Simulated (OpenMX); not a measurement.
RuAu:

```
Ru Au
1.0
     3.16481    0.00000    0.00000
     0.00000    3.16481    0.00000
     0.00000    0.00000    3.16481
Ru Au
1 1
Cartesian
  0.0000 0.0000 0.0000
  1.5824 1.5824 1.5824
```

The cell was built by a generator and needn't be a form met in nature.

Base run:

* Program: OpenMX 3.8.5
* Functional: PBE
* Potentials or basis: OpenMX 2013 PBE set, Ru7.0-s3p2d2, Au7.0-s3p2d2f1, grid cutoff 400 Ry
* k mesh: 7 × 7 × 7
* Occupations: fermi-dirac, width 0.05 eV
* Spin: no spin polarisation

Its results: pressure 3.3 GPa.

Q: The run is repeated on the same cell with these changes: functional from PBE to LDA; potentials or basis from OpenMX 2013 PBE set, Ru7.0-s3p2d2, Au7.0-s3p2d2f1, grid cutoff 400 Ry to OpenMX 2013 LDA set, Ru7.0-s3p2d2, Au7.0-s3p2d2f1, grid cutoff 400 Ry. What comes out?

A: Pressure -10.5 GPa.

Caveats: the basis of atomic orbitals isn't converged, which shifts pressures, moduli and gaps.
